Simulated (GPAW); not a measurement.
Crystal: GaGe3.

```
Ge Ga
1.0
     4.27847    0.00000    0.00000
     0.00000    4.27847    0.00000
     0.00000    0.00000    4.27847
Ge Ga
3 1
Cartesian
  2.1392 2.1392 0.0000
  2.1392 0.0000 2.1392
  0.0000 2.1392 2.1392
  0.0000 0.0000 0.0000
```

The cell comes from a database or a generator and needn't be the stable form of this composition.

Base run:

- Program: GPAW 26.7.0
- Functional: PBE
- Potentials or basis: GPAW PAW data sets (gpaw-data 1.2.1)
- Cutoff: 600 eV
- Basis: pw
- k mesh: 6 × 6 × 6
- Occupations: fermi-dirac, width 0.05 eV
- Spin: no spin polarisation

Its results: pressure -0.4 GPa.

Problem. The run is repeated on the same cell with these changes: functional from PBE to r2SCAN. What comes out?

Solution. Pressure -2.9 GPa.

Caveats: the PAW data sets were made with another functional, which shifts forces and pressure a little (some runs).

Not every run made on this cell is shown here.
